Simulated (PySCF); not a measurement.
**A workflow on SbPH4O (SMILES O[PH][SbH2])**

We compute a geometry optimisation (HF/ccECP-cc-pVDZ), then vibrational wavenumbers, then a single-point energy (MP2/def2-TZVPPD), then attachment energies (EOM-CCSD/def2-SVP) of SbPH4O. The job is set up through a Python script.

The results are computed with PySCF 2.14.0.

## (1) The structure to begin with

The species is SbPH4O (7 atoms), meant as a singlet with charge 0. SMILES: `O[PH][SbH2]`. The shape comes from a force field and isn't a relaxed structure. This is one conformer, not always the lowest. The run starts from this shape.

Bond lengths: O1–P2 1.732 Å, P2–Sb3 2.482 Å, O1–H4 0.948 Å, P2–H5 1.469 Å, Sb3–H6 1.751 Å, Sb3–H7 1.751 Å. Angles: O1–P2–Sb3 92.8°, O1–P2–H5 94.4°, Sb3–P2–H5 94.7°, P2–O1–H4 105.3°, P2–Sb3–H6 92.8°, P2–Sb3–H7 94.1°, H6–Sb3–H7 94.0°.

## (2) A geometry optimisation at HF/ccECP-cc-pVDZ (density fitting, core potential) (run 1)

Input file run.py:

```python
# O[PH][SbH2]
from pyscf import gto, scf
from pyscf.geomopt.geometric_solver import kernel as optimise

system = gto.Mole()
system.atom = '''
O       -1.433100      -0.233200      -0.353400
P       -0.253700       0.718000      -1.193300
Sb       1.329700       0.665900       0.716700
H       -1.055100      -1.099600      -0.286700
H        0.349300      -0.430700      -1.882000
H        0.142100       1.312900       1.829400
H        0.982000      -1.001300       1.123500
'''
system.spin = 0
system.ecp = {'O': 'ccecp', 'P': 'ccecp', 'Sb': 'ccecp', 'H': 'ccecp'}
system.basis = 'ccecp-cc-pvdz'
system.max_memory = 1860
system.verbose = 3
system.build()

mf = scf.RHF(system)
mf = mf.density_fit()
converged, mol_eq = optimise(mf, maxsteps=100, convergence_set='GAU_TIGHT')
print('converged:', converged)
print(mol_eq.tostring())

mf.reset(mol_eq)
system = mol_eq
mf.kernel()
e_final = mf.e_tot
print('E(%s) = %.9f' % ('HF', e_final))
```

The run is started by

```console
$ OMP_NUM_THREADS=1 python run.py
```

Log:

```text
convergence_set           GAU_TIGHT
maxiter                   100
----------------------------------------------------------
Custom engine selected.
Bonds will be generated from interatomic distances less than 1.20 times sum of covalent radii
21 internal coordinates being used (instead of 21 Cartesians)
Internal coordinate system (atoms numbered from 1):
Distance 1-2
Distance 1-4
Distance 2-3
Distance 2-5
Distance 3-6
Distance 3-7
Angle 2-1-4
Angle 1-2-3
Angle 1-2-5
Angle 3-2-5
Angle 2-3-6
Angle 2-3-7
Angle 6-3-7
Dihedral 4-1-2-3
Dihedral 4-1-2-5
Dihedral 1-2-3-6
Dihedral 1-2-3-7
Dihedral 5-2-3-6
Dihedral 5-2-3-7
Translation-X 1-7
Translation-Y 1-7
Translation-Z 1-7
Rotation-A 1-7
Rotation-B 1-7
Rotation-C 1-7
> ===== Optimization Info: ====
> Job type: Energy minimization
> Maximum number of optimization cycles: 100
> Initial / maximum trust radius (Angstrom): 0.100 / 0.300
> Convergence Criteria:
> Will converge when all 5 criteria are reached:
>  |Delta-E| < 1.00e-06
>  RMS-Grad  < 1.00e-05
>  Max-Grad  < 1.50e-05
>  RMS-Disp  < 4.00e-05
>  Max-Disp  < 6.00e-05
> === End Optimization Info ===

Geometry optimization cycle 1
Cartesian coordinates (Angstrom)
 Atom        New coordinates             dX        dY        dZ
   O  -1.433100  -0.233200  -0.353400    0.000000  0.000000  0.000000
   P  -0.253700   0.718000  -1.193300    0.000000  0.000000  0.000000
  Sb   1.329700   0.665900   0.716700    0.000000  0.000000 -0.000000
   H  -1.055100  -1.099600  -0.286700    0.000000  0.000000  0.000000
   H   0.349300  -0.430700  -1.882000    0.000000  0.000000  0.000000
   H   0.142100   1.312900   1.829400    0.000000  0.000000  0.000000
   H   0.982000  -1.001300   1.123500    0.000000  0.000000  0.000000

WARN: Mole.unit (angstrom) is changed to Bohr

WARN: Even tempered Gaussians are generated as DF auxbasis for  O Sb H P

converged SCF energy = -29.7172256524456
--------------- DFRHF_Scanner gradients ---------------
         x                y                z
0 O    -0.0088468282    -0.0094374978     0.0203288479
1 P     0.0173576504     0.0323395525    -0.0021033714
2 Sb    -0.0066995682     0.0017729605    -0.0234929240
3 H     0.0084723289     0.0011579415    -0.0057146435
4 H     0.0021415596    -0.0189589993    -0.0040281414
5 H    -0.0105675309     0.0062764026     0.0116572225
6 H    -0.0018576115    -0.0131503599     0.0033530099
----------------------------------------------
cycle 1: E = -29.7172256524  dE = -29.7172  norm(grad) = 0.0590992
Step    0 : Gradient = 2.234e-02/3.676e-02 (rms/max) Energy = -29.7172256524
Hessian Eigenvalues: 2.30000e-02 2.30000e-02 5.00000e-02 ... 2.49237e-01 3.22574e-01 5.82240e-01

Geometry optimization cycle 2
Cartesian coordinates (Angstrom)
 Atom        New coordinates             dX        dY        dZ
   O  -1.511813  -0.248586  -0.437957   -0.078713 -0.015386 -0.084557
   P  -0.260093   0.681448  -1.162894   -0.006393 -0.036552  0.030406
  Sb   1.378237   0.696260   0.749508    0.048537  0.030360  0.032808
   H  -1.206114  -1.138994  -0.342279   -0.151014 -0.039394 -0.055579
   H   0.381497  -0.410705  -1.853305    0.032197  0.019995  0.028695
   H   0.196432   1.303444   1.838033    0.054332 -0.009456  0.008633
   H   1.083055  -0.950868   1.163094    0.101055  0.050432  0.039594

WARN: Even tempered Gaussians are generated as DF auxbasis for  O Sb H P

converged SCF energy = -29.7251433857608
--------------- DFRHF_Scanner gradients ---------------
         x                y                z
0 O    -0.0133917149    -0.0094847079     0.0134505265
1 P     0.0146006194     0.0182603224    -0.0040218367
2 Sb    -0.0005143856     0.0023707637    -0.0088042111
3 H     0.0047993517     0.0016147193    -0.0042808565
4 H     0.0007596503    -0.0092354304    -0.0015584314
5 H    -0.0053033860     0.0027471242     0.0047330090
6 H    -0.0009501349    -0.0062727913     0.0004818003
----------------------------------------------
cycle 2: E = -29.7251433858  dE = -0.00791773  norm(grad) = 0.0364312
Step    1 : Displace = 9.811e-02/1.657e-01 (rms/max) Trust = 1.000e-01 (=) Grad = 1.377e-02/2.372e-02 (rms/max) E (change) = -29.7251433858 (-7.918e-03) Quality = 0.937
Hessian Eigenvalues: 2.29098e-02 2.30000e-02 5.00000e-02 ... 2.38898e-01 3.51373e-01 5.82835e-01

Geometry optimization cycle 3
Cartesian coordinates (Angstrom)
 Atom        New coordinates             dX        dY        dZ
   O  -1.548302  -0.263514  -0.525178   -0.036489 -0.014928 -0.087221
   P  -0.283553   0.647468  -1.155387   -0.023460 -0.033981  0.007507
  Sb   1.391110   0.698181   0.758133    0.012874  0.001921  0.008624
   H  -1.311766  -1.160884  -0.336535   -0.105652 -0.021890  0.005744
   H   0.415108  -0.363331  -1.859100    0.033612  0.047373 -0.005795
   H   0.250233   1.286922   1.846843    0.053801 -0.016522  0.008810
   H   1.148369  -0.912841   1.225425    0.065314  0.038027  0.062332

WARN: Even tempered Gaussians are generated as DF auxbasis for  O Sb H P

converged SCF energy = -29.7283611572918
--------------- DFRHF_Scanner gradients ---------------
         x                y                z
0 O    -0.0028776813     0.0000125062     0.0046972882
[... 22 lines left out ...]
WARN: Even tempered Gaussians are generated as DF auxbasis for  O Sb H P
[... 1 line left out ...]
converged SCF energy = -29.7287827172716
[... 25 lines left out ...]
WARN: Even tempered Gaussians are generated as DF auxbasis for  O Sb H P
[... 1 line left out ...]
converged SCF energy = -29.7289819752924
[... 25 lines left out ...]
WARN: Even tempered Gaussians are generated as DF auxbasis for  O Sb H P
[... 1 line left out ...]
converged SCF energy = -29.7291146625814
[... 25 lines left out ...]
WARN: Even tempered Gaussians are generated as DF auxbasis for  O Sb H P
[... 1 line left out ...]
converged SCF energy = -29.729127923658
[... 25 lines left out ...]
WARN: Even tempered Gaussians are generated as DF auxbasis for  O Sb H P
[... 1 line left out ...]
converged SCF energy = -29.7291311669169
[... 25 lines left out ...]
WARN: Even tempered Gaussians are generated as DF auxbasis for  O Sb H P
[... 1 line left out ...]
converged SCF energy = -29.7291326441456
[... 25 lines left out ...]
WARN: Even tempered Gaussians are generated as DF auxbasis for  O Sb H P
[... 1 line left out ...]
converged SCF energy = -29.729133460346
[... 25 lines left out ...]
WARN: Even tempered Gaussians are generated as DF auxbasis for  O Sb H P
[... 1 line left out ...]
converged SCF energy = -29.7291335813792
[... 14 lines left out ...]
Geometry optimization cycle 12
Cartesian coordinates (Angstrom)
 Atom        New coordinates             dX        dY        dZ
   O  -1.546579  -0.340821  -0.599739   -0.000133 -0.000043 -0.000193
   P  -0.314050   0.651854  -1.139122   -0.000006 -0.000002  0.000096
  Sb   1.388668   0.657795   0.746197   -0.000033 -0.000050  0.000000
   H  -1.268025  -1.178348  -0.256914   -0.000110 -0.000114 -0.000376
   H   0.424714  -0.278342  -1.924527   -0.000160  0.000002 -0.000013
   H   0.315383   1.349324   1.859068    0.000196  0.000129  0.000123
   H   1.061089  -0.929463   1.269237    0.000245  0.000077  0.000361

WARN: Even tempered Gaussians are generated as DF auxbasis for  O Sb H P

converged SCF energy = -29.7291335959048
--------------- DFRHF_Scanner gradients ---------------
         x                y                z
0 O     0.0000163806     0.0000050406    -0.0000038402
1 P    -0.0000083963    -0.0000001391     0.0000036984
2 Sb    -0.0000007815    -0.0000009151    -0.0000023727
3 H    -0.0000046239    -0.0000021448     0.0000007999
4 H    -0.0000013599    -0.0000021989    -0.0000004909
5 H    -0.0000009250     0.0000009977     0.0000016782
6 H    -0.0000002940    -0.0000006405     0.0000005271
----------------------------------------------
cycle 12: E = -29.7291335959  dE = -1.45255e-08  norm(grad) = 2.09461e-05
Step   11 : Displace = 2.746e-04/4.440e-04 (rms/max) Trust = 3.000e-01 (=) Grad = 7.917e-06/1.756e-05 (rms/max) E (change) = -29.7291335959 (-1.453e-08) Quality = 1.088
Hessian Eigenvalues: 4.45904e-03 6.71529e-03 4.99812e-02 ... 2.35225e-01 3.41412e-01 5.83939e-01

Geometry optimization cycle 13
Cartesian coordinates (Angstrom)
 Atom        New coordinates             dX        dY        dZ
   O  -1.546618  -0.340793  -0.599739   -0.000039  0.000027 -0.000000
   P  -0.314038   0.651841  -1.139148    0.000012 -0.000013 -0.000026
  Sb   1.388657   0.657820   0.746191   -0.000011  0.000025 -0.000007
   H  -1.268025  -1.178281  -0.256851    0.000000  0.000067  0.000063
   H   0.424738  -0.278389  -1.924504    0.000024 -0.000047  0.000023
   H   0.315328   1.349267   1.859058   -0.000055 -0.000057 -0.000010
   H   1.061158  -0.929465   1.269194    0.000069 -0.000002 -0.000043

WARN: Even tempered Gaussians are generated as DF auxbasis for  O Sb H P

converged SCF energy = -29.7291335967034
--------------- DFRHF_Scanner gradients ---------------
         x                y                z
0 O     0.0000028853     0.0000001348     0.0000001900
1 P    -0.0000028793    -0.0000001533     0.0000006354
2 Sb    -0.0000007892     0.0000001451    -0.0000001161
3 H    -0.0000007917     0.0000017252     0.0000004598
4 H     0.0000016829    -0.0000012924    -0.0000010707
5 H    -0.0000000786    -0.0000002528     0.0000000951
6 H    -0.0000000294    -0.0000003066    -0.0000001935
----------------------------------------------
cycle 13: E = -29.7291335967  dE = -7.98629e-10  norm(grad) = 5.23729e-06
Step   12 : Displace = 6.384e-05/8.751e-05 (rms/max) Trust = 3.000e-01 (=) Grad = 1.980e-06/2.953e-06 (rms/max) E (change) = -29.7291335967 (-7.986e-10) Quality = 1.062
Hessian Eigenvalues: 5.05414e-03 8.42029e-03 4.96328e-02 ... 2.40849e-01 2.95300e-01 5.87959e-01

Geometry optimization cycle 14
Cartesian coordinates (Angstrom)
 Atom        New coordinates             dX        dY        dZ
   O  -1.546637  -0.340828  -0.599735   -0.000019 -0.000034  0.000004
   P  -0.314060   0.651845  -1.139112   -0.000021  0.000005  0.000035
  Sb   1.388672   0.657799   0.746194    0.000015 -0.000021  0.000003
   H  -1.268012  -1.178349  -0.256952    0.000012 -0.000068 -0.000101
   H   0.424711  -0.278344  -1.924514   -0.000027  0.000045 -0.000010
   H   0.315398   1.349330   1.859059    0.000070  0.000062  0.000001
   H   1.061128  -0.929453   1.269262   -0.000030  0.000012  0.000068

WARN: Even tempered Gaussians are generated as DF auxbasis for  O Sb H P

converged SCF energy = -29.7291335967823
--------------- DFRHF_Scanner gradients ---------------
         x                y                z
0 O    -0.0000040132    -0.0000013128     0.0000018733
1 P     0.0000021023     0.0000014291     0.0000001475
2 Sb    -0.0000003028    -0.0000003886    -0.0000000722
3 H     0.0000011298    -0.0000002189    -0.0000009632
4 H     0.0000009000     0.0000002886    -0.0000004498
5 H     0.0000004168     0.0000000174    -0.0000006229
6 H    -0.0000002329     0.0000001851     0.0000000873
----------------------------------------------
cycle 14: E = -29.7291335968  dE = -7.88418e-11  norm(grad) = 5.66355e-06
Step   13 : Displace = 7.192e-05/1.183e-04 (rms/max) Trust = 3.000e-01 (=) Grad = 2.141e-06/4.619e-06 (rms/max) E (change) = -29.7291335968 (-7.884e-11) Quality = 0.284
Hessian Eigenvalues: 5.30066e-03 1.39742e-02 4.96987e-02 ... 2.33855e-01 3.09495e-01 5.86037e-01

Geometry optimization cycle 15
Cartesian coordinates (Angstrom)
 Atom        New coordinates             dX        dY        dZ
   O  -1.546633  -0.340808  -0.599747    0.000004  0.000020 -0.000011
   P  -0.314048   0.651841  -1.139129    0.000012 -0.000004 -0.000017
  Sb   1.388668   0.657816   0.746195   -0.000004  0.000017  0.000001
   H  -1.268034  -1.178319  -0.256917   -0.000021  0.000030  0.000036
   H   0.424718  -0.278373  -1.924503    0.000007 -0.000029  0.000011
   H   0.315364   1.349298   1.859064   -0.000034 -0.000032  0.000005
   H   1.061165  -0.929454   1.269237    0.000037 -0.000002 -0.000025

WARN: Even tempered Gaussians are generated as DF auxbasis for  O Sb H P

converged SCF energy = -29.7291335968596
--------------- DFRHF_Scanner gradients ---------------
         x                y                z
0 O     0.0000000673    -0.0000000330    -0.0000002095
1 P     0.0000001694    -0.0000000279    -0.0000005191
2 Sb     0.0000001213     0.0000001437     0.0000001348
3 H    -0.0000000936     0.0000000224     0.0000004510
4 H    -0.0000001078     0.0000000593     0.0000002434
5 H    -0.0000001205    -0.0000000608     0.0000000215
6 H    -0.0000000361    -0.0000001038    -0.0000001221
----------------------------------------------
cycle 15: E = -29.7291335969  dE = -7.73568e-11  norm(grad) = 8.57148e-07
Step   14 : Displace = 3.608e-05/4.955e-05 (rms/max) Trust = 3.000e-01 (=) Grad = 3.240e-07/5.468e-07 (rms/max) E (change) = -29.7291335969 (-7.736e-11) Quality = 0.539
Hessian Eigenvalues: 5.30066e-03 1.39742e-02 4.96987e-02 ... 2.33855e-01 3.09495e-01 5.86037e-01
Converged! =D

converged: True
O          -1.54663308       -0.34080829       -0.59974664
P          -0.31404752        0.65184081       -1.13912900
Sb          1.38866796        0.65781576        0.74619457
H          -1.26803372       -1.17831870       -0.25691664
H           0.42471779       -0.27837305       -1.92450311
H           0.31536372        1.34929793        1.85906408
H           1.06116485       -0.92945446        1.26923673

WARN: Even tempered Gaussians are generated as DF auxbasis for  O Sb H P

converged SCF energy = -29.7291335968573
E(HF) = -29.729133597
```

Run time: 1.7 min. Hardware: 1 thread of Intel Xeon Platinum 8375C at 2.90GHz (Ice Lake), shared host; peak memory 0.17 GiB.

The path in brief:

```csv
step,energy from the first frame kept (eV),largest force (eV/Å)
0,0.0000,1.8905
1,-0.2155,1.2199
2,-0.3030,0.3373
3,-0.3145,0.1565
4,-0.3199,0.1230
5,-0.3235,0.0463
6,-0.3239,0.0242
7,-0.3240,0.0124
8,-0.3240,0.0090
9,-0.3240,0.0051
10,-0.3240,0.0022
11,-0.3240,0.0009
12,-0.3240,0.0002
13,-0.3240,0.0002
14,-0.3240,0.0000
```

After the run. Bond lengths: O1–P2 1.672 Å, P2–Sb3 2.540 Å, O1–H4 0.947 Å, P2–H5 1.424 Å, Sb3–H6 1.694 Å, Sb3–H7 1.703 Å. Angles: O1–P2–Sb3 104.8°, O1–P2–H5 99.9°, Sb3–P2–H5 93.6°, P2–O1–H4 115.2°, P2–Sb3–H6 93.7°, P2–Sb3–H7 95.6°, H6–Sb3–H7 93.3°.

## (3) The harmonic vibrations at HF/ccECP-cc-pVDZ (density fitting, core potential) (run 2)

Input file input.py:

```python
import numpy
from pyscf import gto, scf, symm
from pyscf.hessian import thermo

mol = gto.M(
    atom='''
O       -2.328905      -0.883672      -0.871402
P       -1.096320       0.108977      -1.410784
Sb       0.606396       0.114952       0.474540
H       -2.050306      -1.721183      -0.528572
H       -0.357554      -0.821237      -2.196158
H       -0.466908       0.806434       1.587409
H        0.278893      -1.472318       0.997582
''',
    basis='ccecp-cc-pvdz',
    max_memory=1860,
    verbose=3,
    ecp={'O': 'ccecp', 'P': 'ccecp', 'Sb': 'ccecp', 'H': 'ccecp'},
)

mf = scf.RHF(mol)
mf = mf.density_fit()
mf.kernel()

etot = mf.e_tot
print('E(%s) = %.9f' % ('HF', etot))
hess = mf.Hessian().kernel()
modes = thermo.harmonic_analysis(mol, hess)
print('frequencies (1/cm)', numpy.round(modes['freq_wavenumber'], 1))
symm.geom.TOLERANCE = 1e-3  # for the symmetry number
th = thermo.thermo(mf, modes['freq_au'], 500, 101325)
thermo.dump_thermo(mol, th)
```

The run is started by

```console
$ OMP_NUM_THREADS=1 python input.py
```

Log:

```text
WARN: Even tempered Gaussians are generated as DF auxbasis for  H O P Sb

converged SCF energy = -29.7291335968573
E(HF) = -29.729133597
frequencies (1/cm) [ 160.9  191.5  335.1  366.4  546.7  625.7  825.   834.9  940.6 1000.7
 1135.3 2045.9 2101.3 2460.4 4163.2]
temperature 500.0000 [K]
pressure 101325.00 [Pa]
Rotational constants [GHz] 14.73978 1.83527 1.69034
Symmetry number 1
Zero-point energy (ZPE) 0.04040 [Eh]   106070.291 [J/mol]
                           tot       elec      trans        rot        vib
Entropy [J/mol/K]       367.088      0.000    183.746    116.718     66.623
Cv [J/mol/K]             94.798      0.000     12.472     12.472     69.855
Cp [J/mol/K]            103.113      0.000     20.786     12.472     69.855
Internal energy [J/mol]                      6235.845   6235.845 124677.521
Internal energy [Eh]   -29.67690  -29.72913
Enthalpy [J/mol]                            10393.075   6235.845 124677.521
Enthalpy [Eh]          -29.67531
Gibbs free energy [J/mol]                  -81479.816 -52123.386  91365.843
Gibbs free energy [Eh] -29.74522
```

It took 41 s on 1 thread of Intel Xeon Platinum 8375C at 2.90GHz (Ice Lake), shared host; peak memory 0.38 GiB.

[end of part 1 of 2]
